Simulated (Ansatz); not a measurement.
# H6N2SSi: vertical energies of changing the electron count in Python

What does it cost to change the electron count of H6N2SSi? The task is vertical energies of changing the electron count, for H6N2SSi.

Program: Ansatz 0.2.0, driven from Python. Level of theory: CAM-B3LYP/def2-SVPD. These are calculated values, not measurements.

## (1) The system

Bond lengths: N1–Si2 1.608 Å, Si2–N3 1.677 Å, Si2–S4 2.151 Å, N1–H5 1.036 Å, N1–H6 1.073 Å, Si2–H7 1.483 Å, N3–H8 1.068 Å, N3–H9 1.033 Å, S4–H10 1.328 Å. Angles: N1–Si2–N3 95.4°, N1–Si2–S4 109.7°, N1–Si2–H7 114.4°, N3–Si2–S4 109.3°, N3–Si2–H7 113.2°, S4–Si2–H7 113.5°, Si2–N1–H5 109.2°, Si2–N1–H6 111.2°, H5–N1–H6 101.9°, Si2–N3–H8 105.4°, Si2–N3–H9 106.1°, H8–N3–H9 105.8°, Si2–S4–H10 94.5°.

Input file h6n2ssi.xyz:

```xyz
10

N    -1.22680    0.64270    0.01990
Si    0.25050    0.07450    0.30600
N    -0.16170   -1.54040    0.11660
S     1.57410    0.66140   -1.28410
H    -1.67220    0.07470   -0.72380
H    -1.18770    1.61300   -0.43550
H     0.77560    0.38830    1.65750
H     0.74830   -2.08300    0.25080
H    -0.75500   -1.78180    0.92680
H     1.73800    1.89930   -0.83140
```

## (2) Script

Contents of ip_h6n2ssi.py:

```python
# -*- coding: utf-8 -*-
import ansatz as az

BASIS_SET = 'def2-SVPD'
FUNCTIONAL = 'CAM-B3LYP'


def energy_of(molecule, charge=0, unpaired=0):
    calc = molecule.calculation().basis(gaussian=BASIS_SET).functional(FUNCTIONAL)
    if charge:
        calc = calc.charge(charge)
    if unpaired:
        calc = calc.spin('collinear', total=unpaired)
    report = calc.run(threads=1, backend='cpu').report
    if report['published_state_doubts']:
        print('  doubts:', report['published_state_doubts'])
    return report['free_energy_ev']


def main():
    h6n2ssi = az.Crystal.molecule_from_extxyz('h6n2ssi.xyz')

    parent = energy_of(h6n2ssi, 0, 0)
    cation = energy_of(h6n2ssi, 1, 1)
    print(f'E(N)   = {parent:.5f} eV')
    print(f'E(N-1) = {cation:.5f} eV  (1 unpaired)')
    print(f'vertical ionisation energy {cation - parent:.3f} eV')
    anion = energy_of(h6n2ssi, -1, 1)
    print(f'E(N+1) = {anion:.5f} eV  (1 unpaired)')
    print(f'vertical electron affinity {parent - anion:.3f} eV' + ('' if anion < parent else ' (unbound in this basis)'))
    print(f'fundamental gap IP - EA = {cation + anion - 2 * parent:.3f} eV')


if __name__ == '__main__':
    main()
```

## (3) The calls as engine input

The package turns the script's settings into the engine's input (first run):

```yaml
crystal:
  periodic: [false, false, false]
  atoms:
    - { symbol: "N", position_ang: [-1.2268, 0.6427, 0.0199] }
    - { symbol: Si, position_ang: [0.2505, 0.0745, 0.306] }
    - { symbol: "N", position_ang: [-0.1617, -1.5404, 0.1166] }
    - { symbol: S, position_ang: [1.5741, 0.6614, -1.2841] }
    - { symbol: H, position_ang: [-1.6722, 0.0747, -0.7238] }
    - { symbol: H, position_ang: [-1.1877, 1.613, -0.4355] }
    - { symbol: H, position_ang: [0.7756, 0.3883, 1.6575] }
    - { symbol: H, position_ang: [0.7483, -2.083, 0.2508] }
    - { symbol: H, position_ang: [-0.755, -1.7818, 0.9268] }
    - { symbol: H, position_ang: [1.738, 1.8993, -0.8314] }
basis:
  gaussian:
    orbitals: def2-SVPD
hamiltonian:
  xc: cam_b3lyp
```

## (4) Launch

On the command line:

```
python ip_h6n2ssi.py
```

**Question.** What does it cost to change the electron count at this fixed geometry?

**Answer**, as computed:

| quantity | value |
| --- | --- |
| vertical ionisation energy | 9.491 eV |
| vertical electron affinity | -1.399 eV |
| runs compared | 3 |

**Reading.** The ionisation energy is a difference of two total energies at the neutral geometry. The added electron isn't bound in this basis, so the negative affinity reflects the basis as much as the molecule. At this unrelaxed geometry removing an electron costs 9.49 eV and an added one is unbound in this basis (by 1.40 eV). Caveats:
- The geometry is a force-field or estimated start, not a minimum of this method, and the basis set is short of its limit. All parts are taken at fixed geometry, without zero-point energy. At an unrelaxed start these energies can be a whole eV from those at the minimum, and a small affinity can change sign.
- A negative electron affinity means that the anion is unbound here; its size hangs on the basis and tends to about zero as the basis grows, and so does its part in any gap built on it.
